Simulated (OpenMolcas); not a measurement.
# In₂⁺: electronic states by CASSCF, CASPT2 and spin–orbit RASSI

Which states of In₂⁺ lie lowest, and how does spin–orbit coupling split them?

Method: SA-CASSCF(5,8), XMS-CASPT2, RASSI; ANO-RCC-VDZP; program: OpenMolcas 26.06.

All values are calculated.

## 1. The job

C2 symmetry about the axis (a holds Σ, Δ, Γ; b holds Π, Φ, H; Σ⁺ and Σ⁻ are not told apart); roots by multiplicity and irrep: 2a 2, 2b 4, 4b 4, 4a 2.

Active shells: In 5s 5p, In 5s 5p.

m.inp

```
&GATEWAY
Coord
2
angstrom
In 0.0 0.0 0.0
In 0.0 0.0 3.6020
Basis=ANO-RCC-VDZP
Group=XY
RX2C
AMFI
ANGMom
0.0 0.0 0.0
RICD
&SEWARD
&GUESSORB
&RASSCF
FileOrb=$CurrDir/o21.orb
Symmetry=1
Spin=2
nActEl=5 0 0
Inactive=26 20
RAS2=4 4
CIRoot=2 2 1
Linear
Iterations=120 100
OrbListing=Nothing
PRWF=0.15
>>COPY $Project.RasOrb $CurrDir/o21.orb
>>COPY $Project.rasscf.h5 $CurrDir/r21.h5
&CASPT2
XMultistate=all
Imaginary=0.2
IPEA=0.25
MaxIter=40
>>COPY $Project.JobMix JOB001
&RASSCF
FileOrb=$CurrDir/o22.orb
Symmetry=2
Spin=2
nActEl=5 0 0
Inactive=26 20
RAS2=4 4
CIRoot=4 4 1
Linear
Iterations=120 100
OrbListing=Nothing
PRWF=0.15
>>COPY $Project.RasOrb $CurrDir/o22.orb
>>COPY $Project.rasscf.h5 $CurrDir/r22.h5
&CASPT2
XMultistate=all
Imaginary=0.2
IPEA=0.25
MaxIter=40
>>COPY $Project.JobMix JOB002
&RASSCF
FileOrb=$CurrDir/o42.orb
Symmetry=2
Spin=4
nActEl=5 0 0
Inactive=26 20
RAS2=4 4
CIRoot=4 4 1
Linear
Iterations=120 100
OrbListing=Nothing
PRWF=0.15
>>COPY $Project.RasOrb $CurrDir/o42.orb
>>COPY $Project.rasscf.h5 $CurrDir/r42.h5
&CASPT2
XMultistate=all
Imaginary=0.2
IPEA=0.25
MaxIter=40
>>COPY $Project.JobMix JOB003
&RASSCF
FileOrb=$CurrDir/o41.orb
Symmetry=1
Spin=4
nActEl=5 0 0
Inactive=26 20
RAS2=4 4
CIRoot=2 2 1
Linear
Iterations=120 100
OrbListing=Nothing
PRWF=0.15
>>COPY $Project.RasOrb $CurrDir/o41.orb
>>COPY $Project.rasscf.h5 $CurrDir/r41.h5
&CASPT2
XMultistate=all
Imaginary=0.2
IPEA=0.25
MaxIter=40
>>COPY $Project.JobMix JOB004
&RASSI
Nr of JobIphs=4 2 4 4 2
1 2
1 2 3 4
1 2 3 4
1 2
SpinOrbit
EJob
Omega
MEES
MESO
Properties=4
'AngMom' 3 'Mltpl  1' 1 'Mltpl  1' 2 'Mltpl  1' 3
Thrs=1.0d-4
>>COPY $Project.rassi.h5 $CurrDir/so.h5
```

Each module block was a call of its own in one work directory; start orbitals came from a preliminary run.

Run with:

```
$ pymolcas m.inp
```

## 2. The spin-free blocks

Output, in excerpt:

```text
++    Wave function specifications:
      Number of closed shell electrons          92
      Number of electrons in active shells       5
      Number of inactive orbitals               46
      Number of active orbitals                  8
      Number of secondary orbitals              32
      Spin quantum number                      0.5
      State symmetry                             1
++    Orbital specifications:
      Symmetry species                           1   2
                                                 a   b
      Frozen orbitals                            0   0
      Inactive orbitals                         26  20
      Active orbitals                            4   4
      RAS2 orbitals                              4   4
      Secondary orbitals                        16  16
      Number of basis functions                 46  40
      printout of CI-coefficients larger than  0.15 for root  1
      energy=  -11756.291018
      conf/sym  1111 2222     Coeff  Weight
             4  220u 0000  -0.95863 0.91898
      printout of CI-coefficients larger than  0.15 for root  2
      energy=  -11756.180461
      conf/sym  1111 2222     Coeff  Weight
             1  22u0 0000   0.89185 0.79539
            14  u202 0000  -0.35580 0.12660
      Natural orbitals and occupation numbers for root  1
      sym 1:   1.911222   1.940715   0.024713   1.000402
      sym 2:   0.029419   0.029419   0.032055   0.032055
      Natural orbitals and occupation numbers for root  2
      sym 1:   1.793174   1.929874   0.866342   0.287414
      sym 2:   0.028218   0.028218   0.033380   0.033380
      RASSCF energy for state  2                 -11756.18046056
::    RASSCF root number  1 Total energy: -11756.29101820
::    RASSCF root number  2 Total energy: -11756.18046056
      Von Neumann Entropy (Root   1) =  1.05318
++    Wave function specifications:
      Number of closed shell electrons          20
      Number of electrons in active shells       5
      Number of inactive orbitals               10
      Number of active orbitals                  8
      Number of secondary orbitals              32
      Spin quantum number                      0.5
      State symmetry                             1
      Number of CSFs                           504
      Number of CASSCF root(s) available         2
      CASPT2 state passed to geometry opt.       2
      A file JOBMIX will be created
      This is a MULTI-STATE CASSCF reference
      Number of CI roots used                    2
      These are:                                 1   2
      Off-diagonal elements of Heff are computed
  FINAL CASPT2 RESULT:
      Reference energy:      -11756.2910181976
      E2 (Non-variational):      -0.7009005369
      Shift correction:          -0.0013093111
      E2 (Variational):          -0.7022098480
      Total energy:          -11756.9932280455
      Reference weight:           0.87835
  FINAL CASPT2 RESULT:
      Reference energy:      -11756.1804605572
      E2 (Non-variational):      -0.6992616284
      Shift correction:          -0.0013607881
      E2 (Variational):          -0.7006224165
      Total energy:          -11756.8810829736
      Reference weight:           0.87813
       Total XMS-CASPT2 energies:
::    XMS-CASPT2 Root  1     Total energy: -11756.99322805
::    XMS-CASPT2 Root  2     Total energy: -11756.88108297
++    Wave function specifications:
      Number of closed shell electrons          92
      Number of electrons in active shells       5
      Number of inactive orbitals               46
      Number of active orbitals                  8
      Number of secondary orbitals              32
      Spin quantum number                      0.5
      State symmetry                             2
      printout of CI-coefficients larger than  0.15 for root  1
      energy=  -11756.260717
      conf/sym  1111 2222     Coeff  Weight
             4  2200 000u  -0.95678 0.91543
      printout of CI-coefficients larger than  0.15 for root  2
      energy=  -11756.260717
      conf/sym  1111 2222     Coeff  Weight
             3  2200 00u0   0.95678 0.91543
      printout of CI-coefficients larger than  0.15 for root  3
      energy=  -11756.219994
      conf/sym  1111 2222     Coeff  Weight
             1  2200 u000  -0.94620 0.89529
      printout of CI-coefficients larger than  0.15 for root  4
      energy=  -11756.219994
      conf/sym  1111 2222     Coeff  Weight
             2  2200 0u00  -0.94620 0.89529
      Natural orbitals and occupation numbers for root  1
      sym 1:   1.906062   1.940950   0.021611   0.058106
      sym 2:   0.023817   0.035189   0.026382   0.987884
      Natural orbitals and occupation numbers for root  2
      sym 1:   1.906062   1.940950   0.021611   0.058106
      sym 2:   0.035189   0.023817   0.987884   0.026382
      Natural orbitals and occupation numbers for root  3
      sym 1:   1.891545   1.935108   0.020597   0.077576
      sym 2:   0.970017   0.023330   0.055842   0.025986
      Natural orbitals and occupation numbers for root  4
      sym 1:   1.891545   1.935108   0.020597   0.077576
      sym 2:   0.023330   0.970017   0.025986   0.055842
      RASSCF energy for state  4                 -11756.21999418
::    RASSCF root number  1 Total energy: -11756.26071666
::    RASSCF root number  2 Total energy: -11756.26071666
::    RASSCF root number  3 Total energy: -11756.21999418
::    RASSCF root number  4 Total energy: -11756.21999418
      Von Neumann Entropy (Root   1) =  1.09067
++    Wave function specifications:
      Number of closed shell electrons          20
      Number of electrons in active shells       5
      Number of inactive orbitals               10
      Number of active orbitals                  8
      Number of secondary orbitals              32
      Spin quantum number                      0.5
      State symmetry                             2
      Number of CSFs                           504
      Number of CASSCF root(s) available         4
      CASPT2 state passed to geometry opt.       4
      A file JOBMIX will be created
      This is a MULTI-STATE CASSCF reference
      Number of CI roots used                    4
      These are:                                 1   2   3   4
      Off-diagonal elements of Heff are computed
  FINAL CASPT2 RESULT:
      Reference energy:      -11756.2607166556
      E2 (Non-variational):      -0.7063580645
      Shift correction:          -0.0015139513
      E2 (Variational):          -0.7078720158
      Total energy:          -11756.9685886715
      Reference weight:           0.87489
  FINAL CASPT2 RESULT:
      Reference energy:      -11756.2607166556
      E2 (Non-variational):      -0.7063580645
      Shift correction:          -0.0015139513
      E2 (Variational):          -0.7078720158
      Total energy:          -11756.9685886715
      Reference weight:           0.87489
  FINAL CASPT2 RESULT:
      Reference energy:      -11756.2199941848
      E2 (Non-variational):      -0.7072434459
      Shift correction:          -0.0014832830
      E2 (Variational):          -0.7087267289
      Total energy:          -11756.9287209137
      Reference weight:           0.87482
  FINAL CASPT2 RESULT:
      Reference energy:      -11756.2199941848
      E2 (Non-variational):      -0.7072434459
      Shift correction:          -0.0014832830
      E2 (Variational):          -0.7087267289
      Total energy:          -11756.9287209137
      Reference weight:           0.87482
       Total XMS-CASPT2 energies:
::    XMS-CASPT2 Root  1     Total energy: -11756.96858867
::    XMS-CASPT2 Root  2     Total energy: -11756.96858867
::    XMS-CASPT2 Root  3     Total energy: -11756.92872091
::    XMS-CASPT2 Root  4     Total energy: -11756.92872091
++    Wave function specifications:
      Number of closed shell electrons          92
      Number of electrons in active shells       5
      Number of inactive orbitals               46
      Number of active orbitals                  8
      Number of secondary orbitals              32
      Spin quantum number                      1.5
      State symmetry                             2
      printout of CI-coefficients larger than  0.15 for root  1
      energy=  -11756.149084
      conf/sym  1111 2222     Coeff  Weight
             4  2uu0 000u   0.17713 0.03138
            14  2u0u 0u00   0.39126 0.15308
            20  u20u 000u   0.88129 0.77666
      printout of CI-coefficients larger than  0.15 for root  2
      energy=  -11756.149084
      conf/sym  1111 2222     Coeff  Weight
             3  2uu0 00u0   0.17713 0.03138
            13  2u0u u000   0.39126 0.15308
            19  u20u 00u0   0.88129 0.77666
      printout of CI-coefficients larger than  0.15 for root  3
      energy=  -11756.132697
      conf/sym  1111 2222     Coeff  Weight
            15  2u0u 00u0   0.67851 0.46037
            17  u20u u000   0.68556 0.46999
      printout of CI-coefficients larger than  0.15 for root  4
      energy=  -11756.132697
      conf/sym  1111 2222     Coeff  Weight
            16  2u0u 000u  -0.67851 0.46037
            18  u20u 0u00  -0.68556 0.46999
      Natural orbitals and occupation numbers for root  1
      sym 1:   1.165621   1.765758   0.047903   0.970342
      sym 2:   0.012638   0.176610   0.014753   0.846376
      Natural orbitals and occupation numbers for root  2
      sym 1:   1.165621   1.765758   0.047903   0.970342
      sym 2:   0.176610   0.012638   0.846376   0.014753
      Natural orbitals and occupation numbers for root  3
      sym 1:   1.450169   1.473062   0.044455   0.974984
      sym 2:   0.510688   0.014435   0.517160   0.015047
      Natural orbitals and occupation numbers for root  4
      sym 1:   1.450170   1.473062   0.044455   0.974984
      sym 2:   0.014435   0.510687   0.015047   0.517160
      RASSCF energy for state  4                 -11756.13269702
::    RASSCF root number  1 Total energy: -11756.14908406
::    RASSCF root number  2 Total energy: -11756.14908406
::    RASSCF root number  3 Total energy: -11756.13269702
::    RASSCF root number  4 Total energy: -11756.13269702
      Von Neumann Entropy (Root   1) =  2.18043
++    Wave function specifications:
      Number of closed shell electrons          20
      Number of electrons in active shells       5
      Number of inactive orbitals               10
      Number of active orbitals                  8
      Number of secondary orbitals              32
      Spin quantum number                      1.5
      State symmetry                             2
      Number of CSFs                           252
      Number of CASSCF root(s) available         4
      CASPT2 state passed to geometry opt.       4
      A file JOBMIX will be created
      This is a MULTI-STATE CASSCF reference
      Number of CI roots used                    4
      These are:                                 1   2   3   4
      Off-diagonal elements of Heff are computed
  FINAL CASPT2 RESULT:
      Reference energy:      -11756.1490840591
      E2 (Non-variational):      -0.6820634656
      Shift correction:          -0.0012564780
      E2 (Variational):          -0.6833199436
      Total energy:          -11756.8324040026
      Reference weight:           0.88277
  FINAL CASPT2 RESULT:
      Reference energy:      -11756.1490840584
      E2 (Non-variational):      -0.6820634660
      Shift correction:          -0.0012564780
      E2 (Variational):          -0.6833199440
      Total energy:          -11756.8324040025
      Reference weight:           0.88277
  FINAL CASPT2 RESULT:
      Reference energy:      -11756.1326970210
      E2 (Non-variational):      -0.6835052694
      Shift correction:          -0.0012948576
      E2 (Variational):          -0.6848001270
      Total energy:          -11756.8174971480
      Reference weight:           0.88217
  FINAL CASPT2 RESULT:
      Reference energy:      -11756.1326970201
      E2 (Non-variational):      -0.6835052696
      Shift correction:          -0.0012948576
      E2 (Variational):          -0.6848001271
      Total energy:          -11756.8174971472
      Reference weight:           0.88217
       Total XMS-CASPT2 energies:
::    XMS-CASPT2 Root  1     Total energy: -11756.83240400
::    XMS-CASPT2 Root  2     Total energy: -11756.83240400
::    XMS-CASPT2 Root  3     Total energy: -11756.81749715
::    XMS-CASPT2 Root  4     Total energy: -11756.81749715
++    Wave function specifications:
      Number of closed shell electrons          92
      Number of electrons in active shells       5
      Number of inactive orbitals               46
      Number of active orbitals                  8
      Number of secondary orbitals              32
      Spin quantum number                      1.5
      State symmetry                             1
      printout of CI-coefficients larger than  0.15 for root  1
      energy=  -11756.127870
      conf/sym  1111 2222     Coeff  Weight
             6  2u00 u0u0   0.33184 0.11012
             9  2u00 0u0u   0.33184 0.11012
            16  u200 00uu  -0.85624 0.73314
      printout of CI-coefficients larger than  0.15 for root  2
      energy=  -11756.114630
      conf/sym  1111 2222     Coeff  Weight
             5  2u00 uu00  -0.20722 0.04294
            10  2u00 00uu  -0.67270 0.45252
            12  u200 u0u0   0.47817 0.22864
            15  u200 0u0u   0.47817 0.22864
      Natural orbitals and occupation numbers for root  1
      sym 1:   1.197339   1.723574   0.011641   0.028093
      sym 2:   0.134779   0.134779   0.884897   0.884897
      Natural orbitals and occupation numbers for root  2
      sym 1:   1.470803   1.443519   0.012239   0.025799
      sym 2:   0.302292   0.302292   0.721528   0.721528
      RASSCF energy for state  2                 -11756.11463012
::    RASSCF root number  1 Total energy: -11756.12786953
::    RASSCF root number  2 Total energy: -11756.11463012
      Von Neumann Entropy (Root   1) =  2.32319
++    Wave function specifications:
      Number of closed shell electrons          20
      Number of electrons in active shells       5
      Number of inactive orbitals               10
      Number of active orbitals                  8
      Number of secondary orbitals              32
      Spin quantum number                      1.5
      State symmetry                             1
      Number of CSFs                           252
      Number of CASSCF root(s) available         2
      CASPT2 state passed to geometry opt.       2
      A file JOBMIX will be created
      This is a MULTI-STATE CASSCF reference
      Number of CI roots used                    2
      These are:                                 1   2
      Off-diagonal elements of Heff are computed
  FINAL CASPT2 RESULT:
      Reference energy:      -11756.1278695306
      E2 (Non-variational):      -0.6796564773
      Shift correction:          -0.0012203620
      E2 (Variational):          -0.6808768393
      Total energy:          -11756.8087463700
      Reference weight:           0.88364
  FINAL CASPT2 RESULT:
      Reference energy:      -11756.1146301205
      E2 (Non-variational):      -0.6798484677
      Shift correction:          -0.0012577925
      E2 (Variational):          -0.6811062602
      Total energy:          -11756.7957363808
      Reference weight:           0.88340
       Total XMS-CASPT2 energies:
::    XMS-CASPT2 Root  1     Total energy: -11756.80874637
[... the kept output breaks off here ...]
```

Spin-free states (degenerate pairs once).

```json
{"state": "(1)2Σ", "CASSCF root of the same rank (eV)": "0.00", "XMS-CASPT2 (eV)": "0.000"}
{"state": "(1)2Π", "CASSCF root of the same rank (eV)": "0.82", "XMS-CASPT2 (eV)": "0.670"}
{"state": "(2)2Π", "CASSCF root of the same rank (eV)": "1.93", "XMS-CASPT2 (eV)": "1.755"}
{"state": "(2)2Σ", "CASSCF root of the same rank (eV)": "3.01", "XMS-CASPT2 (eV)": "3.052"}
{"state": "(1)4Π", "CASSCF root of the same rank (eV)": "3.86", "XMS-CASPT2 (eV)": "4.376"}
{"state": "(2)4Π", "CASSCF root of the same rank (eV)": "4.31", "XMS-CASPT2 (eV)": "4.782"}
{"state": "(1)4Σ", "CASSCF root of the same rank (eV)": "4.44", "XMS-CASPT2 (eV)": "5.020"}
{"state": "(2)4Σ", "CASSCF root of the same rank (eV)": "4.80", "XMS-CASPT2 (eV)": "5.374"}
```

State-averaged natural occupations by block (full and empty orbitals left out): 2a: 1.85 1.94 0.45 0.64 0.03 0.03 0.03 0.03; 2b: 1.90 1.94 0.02 0.07 0.26 0.26 0.27 0.27; 4b: 1.31 1.62 0.05 0.97 0.18 0.18 0.35 0.35; 4a: 1.33 1.58 0.01 0.03 0.22 0.22 0.80 0.80. Reference weights run from 0.875 to 0.884.

## 3. From Λ–S states to Ω levels

RASSI output, in excerpt, cut to the lines that bear on the results:

```text
[...]
   Eigenvalues of complex Hamiltonian:
  (Shifted by EMIN (a.u.) =     -11756.9932280455)
 SO State       Relative EMIN(au)   Rel lowest level(eV)    D:o, cm**(-1)      Omega
     1            -0.0004167916        0.0000000000              0.0000         0.5
     2            -0.0004167916        0.0000000000              0.0000         0.5
     3             0.0209969739        0.5826982457           4699.7783         0.5
     4             0.0209969739        0.5826982457           4699.7783         0.5
     5             0.0280440399        0.7744586803           6246.4305         1.5
     6             0.0280440399        0.7744586803           6246.4305         1.5
     7             0.0610542621        1.6727125860          13491.3369         0.5
     8             0.0610542621        1.6727125860          13491.3369         0.5
     9             0.0683697095        1.8717760507          15096.8920         1.5
    10             0.0683697095        1.8717760507          15096.8920         1.5
    11             0.1123353937        3.0681432649          24746.2443         0.5
    12             0.1123353937        3.0681432649          24746.2443         0.5
    13             0.1566188153        4.2731565561          34465.3320         0.5
    14             0.1566188153        4.2731565561          34465.3320         0.5
[...]
```

Run time: 34 s. Hardware: 1 thread of Arm Neoverse V1, shared host; peak memory 0.33 GiB.

Levels:

```csv
Ω,energy (cm⁻¹),parentage,f from lowest
1/2,0,99% (1)2Σ,0
1/2,4700,100% (1)2Π,0.0017
3/2,6246,100% (1)2Π,0.00018
1/2,13491,99% (2)2Π,0
3/2,15097,100% (2)2Π,0
1/2,24746,100% (2)2Σ,0.47
1/2,34465,100% (1)4Π,0
1/2,35051,100% (1)4Π,0
3/2,35651,100% (1)4Π,0
5/2,36279,100% (1)4Π,0
1/2,37651,98% (2)4Π,0.00032
1/2,38274,98% (2)4Π,5e-05
3/2,38912,96% (2)4Π + 4% (1)4Σ,0
5/2,39631,100% (2)4Π,0
3/2,40652,96% (1)4Σ,0
1/2,40691,96% (1)4Σ,0.00014
3/2,43471,100% (2)4Σ,0
1/2,43509,99% (2)4Σ,0
```

## 4. Along the bond: spin-free states

The same input was run at the other distances; those logs are left out. Energies in eV from the lowest point of the curves kept. Curves are followed by energy order within each symmetry, so they can change character at crossings; Σ⁺ and Σ⁻ are counted together.

| R (Å) | (1)2Σ | (1)2Π | (2)2Π | (2)2Σ | (1)4Π | (1)4Σ | (2)4Π | (2)4Σ |
| --- | --- | --- | --- | --- | --- | --- | --- | --- |
| 3.098 | 0.190 | 0.632 | 2.273 | 4.003 | 3.989 | 4.516 | 5.073 | 5.532 |
| 3.278 | 0.063 | 0.620 | 2.039 | 3.632 | 4.123 | 4.718 | 4.912 | 5.442 |
| 3.440 | 0.012 | 0.636 | 1.878 | 3.327 | 4.255 | 4.882 | 4.830 | 5.398 |
| 3.602 | 0.000 | 0.670 | 1.755 | 3.052 | 4.376 | 5.020 | 4.782 | 5.374 |
| 3.782 | 0.018 | 0.717 | 1.649 | 2.780 | 4.495 | 5.138 | 4.763 | 5.362 |
| 3.962 | 0.058 | 0.769 | 1.563 | 2.545 | 4.596 | 5.223 | 4.771 | 5.357 |
| 4.214 | 0.135 | 0.838 | 1.473 | 2.268 | 4.719 | 5.294 | 4.811 | 5.356 |
| 4.538 | 0.252 | 0.918 | 1.389 | 1.990 | 4.841 | 5.333 | 4.876 | 5.354 |
| 5.043 | 0.443 | 1.011 | 1.305 | 1.686 | 4.977 | 5.343 | 4.988 | 5.346 |
| 5.763 | 0.686 | 1.093 | 1.234 | 1.428 | 5.097 | 5.328 | 5.098 | 5.328 |
| 6.844 | 0.937 | 1.140 | 1.186 | 1.244 | 5.171 | 5.303 | 5.172 | 5.303 |
| 8.285 | 1.089 | 1.155 | 1.164 | 1.168 | 5.201 | 5.280 | 5.202 | 5.280 |
| 10.806 | 1.154 | 1.153 | 1.154 | 1.159 | 5.216 | 5.262 | 5.218 | 5.262 |

Constants where the minimum is well bracketed:

| curve | Te from the first (cm⁻¹) | Re (Å) | ωe (cm⁻¹) |
| --- | --- | --- | --- |
| (1)2Σ | 0 | 3.581 | 71.0 |
| (1)2Π | 5000 | 3.242 | 70.7 |
| (2)4Π | 38420 | 3.809 | 61.6 |

[end of part 1 of 2]
